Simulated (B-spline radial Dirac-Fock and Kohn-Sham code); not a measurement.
**An X-ray data sheet for Au⁵¹⁺, step by step**

Aim: for gold as Au⁵¹⁺, compute its X-ray form factor and Compton profile and the binding energy of each subshell.

The numbers are computed with B-spline radial Dirac-Fock and Kohn-Sham code (version 2): a free atom or ion on a radial basis; each step names its model.

## Step 1: The system

Au⁵¹⁺ in the configuration 1s2 2s2 2p6 3s2 3p6 3d10.

| Property | Result |
| --- | --- |
| nuclear charge | 79 |
| electrons | 28 |
| mass number | 197 |
| nuclear rms radius | 5.4371 fm |

Outer shells as boxes (Hund's rule, for the drawing alone; heavy ions are jj-coupled, and the calculation averages over the configuration):

```
[Ar] core
3d [↑↓][↑↓][↑↓][↑↓][↑↓]
```

## Step 2: Form factor and Compton profile

Model: Dirac-Fock average of configuration, finite nucleus; form factor of the spherical density, Waller-Hartree incoherent function, impulse-approximation Compton profiles.

Recorded inputs:

```ini
task = scatter
Z = 79
charge = 51
configuration = 1s2 2s2 2p6 3s2 3p6 3d10
mass_number = 197
rms_radius = 5.4371  # fm
s = [0.0, 0.05, 0.1, 0.15, 0.2, 0.25, 0.3, 0.35, 0.4, 0.45, 0.5, 0.6, 0.7, 0.8, 0.9, 1.0, 1.1, 1.2, 1.4, 1.6, 1.8, 2.0, 2.5, 3.0, 3.5, 4.0, 5.0, 6.0]  # 1/A
pz = [0, 0.1, 0.14, 0.2, 0.29, 0.41, 0.59, 0.84, 1.2, 1.7, 2.5, 3.5, 5.0, 7.1, 10.0, 15.0, 21.0, 30.0, 42.0, 60.0, 86.0]  # a.u.
photon_energy = [1000, 2000, 5000, 10000, 17479.3, 30000, 100000, 500000]  # eV
```

From the run's result record (rounded, not every field):

```text
status: converged
form_factor [e]: [28.0, 27.988, 27.953, 27.893, 27.811, 27.705, 27.576, 27.426, 27.253, 27.059, 26.845, 26.357, 25.795, 25.168, 24.482, 23.746, 22.967, 22.156, 20.466, 18.741, 17.039, 15.408, 11.855, 9.2171, 7.4379, 6.2991, 5.0446, 4.251]
incoherent: [1.2491e-11, 0.0098967, 0.039543, 0.08881, 0.15748, 0.24526, 0.35177, 0.47655, 0.61908, 0.77875, 0.95492, 1.3538, 1.8095, 2.3151, 2.8633, 3.4467, 4.058, 4.6899, 5.9894, 7.2977, 8.5777, 9.8035, 12.546, 14.807, 16.66, 18.196, 20.588, 22.335]
compton_total [1/a.u.]: [0.87785, 0.87781, 0.87778, 0.8777, 0.87754, 0.87723, 0.87657, 0.87526, 0.87258, 0.86727, 0.85499, 0.83315, 0.78756, 0.70207, 0.56215, 0.34486, 0.18811, 0.084562, 0.035354, 0.0131, 0.0044965]
shells: ["1s1/2", "2s1/2", "2p1/2", "2p3/2", "3s1/2", "3p1/2", "3p3/2", "3d3/2", "3d5/2"]
occupation: [2.0, 2.0, 2.0, 4.0, 2.0, 2.0, 4.0, 4.0, 6.0]
mean_momentum [a.u.]: [85.256, 30.529, 40.066, 34.718, 15.805, 18.787, 17.27, 20.642, 20.111]
r2 [bohr^2]: 0.64505
r_inverse [1/bohr]: 501.52
r1 [bohr]: 3.6099
coherent [b]: [520.98, 519.26, 507.47, 468.8, 385.04, 249.29, 47.317, 2.7432]
incoherent_cross_section [b]: [0.0085166, 0.033814, 0.20511, 0.76195, 1.9889, 4.1871, 9.1443, 7.6237]
```

Form factor and incoherent function, every second point:

```csv
s (1/Å),f (e),f / N,S(s)
0,28.00,1.000,0
0.100,27.95,0.998,0.03954
0.200,27.81,0.993,0.1575
0.300,27.58,0.985,0.3518
0.400,27.25,0.973,0.6191
0.500,26.84,0.959,0.9549
0.700,25.80,0.921,1.809
0.900,24.48,0.874,2.863
1.10,22.97,0.820,4.058
1.40,20.47,0.731,5.989
1.80,17.04,0.609,8.578
2.50,11.85,0.423,12.55
3.50,7.438,0.266,16.66
5.00,5.045,0.180,20.59
```

## Step 3: Hole states by ΔSCF

Model: Dirac-Fock average of configuration, Delta-SCF, finite nucleus, first-order Breit with its frequency dependence, self-energy and vacuum polarisation.

Settings, as recorded:

```ini
task = binding
```

From the run's result record (rounded, not every field):

```text
status: converged
shells: ["K", "L1", "L2", "L3", "M1", "M2", "M3", "M4", "M5"]
total_energy_parts [Ha]: [-17069.5477, 22.7513457, -2.32706435, -0.452828967, 17.9089535, -3.47765376]
koopmans [eV]: [84098.1, 17253.8, 16645.1, 14796.1, 6102.13, 5836.46, 5403.09, 4981.78, 4888.22]
dirac_coulomb [eV]: [84045.3, 17234.7, 16621.8, 14776.2, 6099.27, 5832.95, 5400.28, 4977.6, 4884.4]
gaunt [eV]: [-312.193, -36.2151, -61.5496, -41.806, -7.92658, -13.126, -8.81644, -6.43625, -4.71855]
retardation [eV]: [23.0424, 3.13752, 6.53151, 6.56223, 0.75495, 1.43206, 1.43786, 0.73738, 0.725674]
breit_frequency [eV]: [5.56122, -0.468, -0.0704154, 2.54382, -0.120313, -0.147435, 0.557625, -0.0445373, 0.0168972]
self_energy [eV]: [-189.062, -28.3984, -0.890605, -2.41488, -6.93534, -0.446288, -0.720952, 0.360932, 0.112558]
vacuum_polarisation [eV]: [38.6298, 5.46811, 0.349019, -0.166574, 1.30021, 0.100395, -0.0403477, -0.0456104, -0.0425668]
binding [eV]: [83611.2, 17178.2, 16566.2, 14740.9, 6086.34, 5820.77, 5392.7, 4972.17, 4880.5]
mean_radius [bohr]: [0.0168643, 0.0702563, 0.0579022, 0.066354, 0.179335, 0.169633, 0.183684, 0.159559, 0.163915]
```

total_energy_parts: Dirac-Coulomb, Gaunt, retardation, frequency dependence, self-energy, vacuum polarisation. 

The binding energies by parts, in eV; the parts add up.

```csv
level,-ε,relaxation,Breit,QED,binding
K (1s),84098.1,-52.80,-283.59,-150.43,83611.2
L1 (2s),17253.8,-19.07,-33.55,-22.93,17178.2
L2 (2p1/2),16645.1,-23.23,-55.09,-0.54,16566.2
L3 (2p3/2),14796.1,-19.98,-32.70,-2.58,14740.9
M1 (3s),6102.1,-2.86,-7.29,-5.64,6086.3
M2 (3p1/2),5836.5,-3.50,-11.84,-0.35,5820.8
M3 (3p3/2),5403.1,-2.81,-6.82,-0.76,5392.7
M4 (3d3/2),4981.8,-4.18,-5.74,0.32,4972.2
M5 (3d5/2),4888.2,-3.82,-3.98,0.07,4880.5
```

X-ray lines as differences of these levels:

```csv
line,energy (eV)
Kβ1 (K-M3),78218.5
Kβ3 (K-M2),77790.5
Kα1 (K-L3),68870.3
Kα2 (K-L2),67045.0
Lβ3 (L1-M3),11785.5
Lβ1 (L2-M4),11594.0
Lβ4 (L1-M2),11357.5
Lη (L2-M1),10479.9
Lα1 (L3-M5),9860.4
Lα2 (L3-M4),9768.7
Lℓ (L3-M1),8654.5
```

## Step 4: Results

```
                          quantity          value
  rms radius of the electron cloud     0.152 bohr
             form factor halves at        2.2 1/Å
           Compton profile at zero  0.8778 1/a.u.
      deepest level listed, K (1s)     83611.2 eV
           least bound, M5 (3d5/2)      4880.5 eV
                               Kα1     68870.3 eV
ionisation energy, NIST (measured)     4888.00 eV
```

**Reading.** The form factor starts at the 28 electrons and halves by s = 2.2 1/Å. Incoherent scattering outweighs coherent from 500 keV on, among the energies asked. For K (1s), relaxation takes off 52.8 eV, Breit terms shift it by -283.59 and QED by -150.43 eV. NIST's ionisation energy differs by +7.50 eV from the least binding energy; correlation is missing from the calculation. The Hartree-Fock and Dirac-Fock values hold no electron correlation.
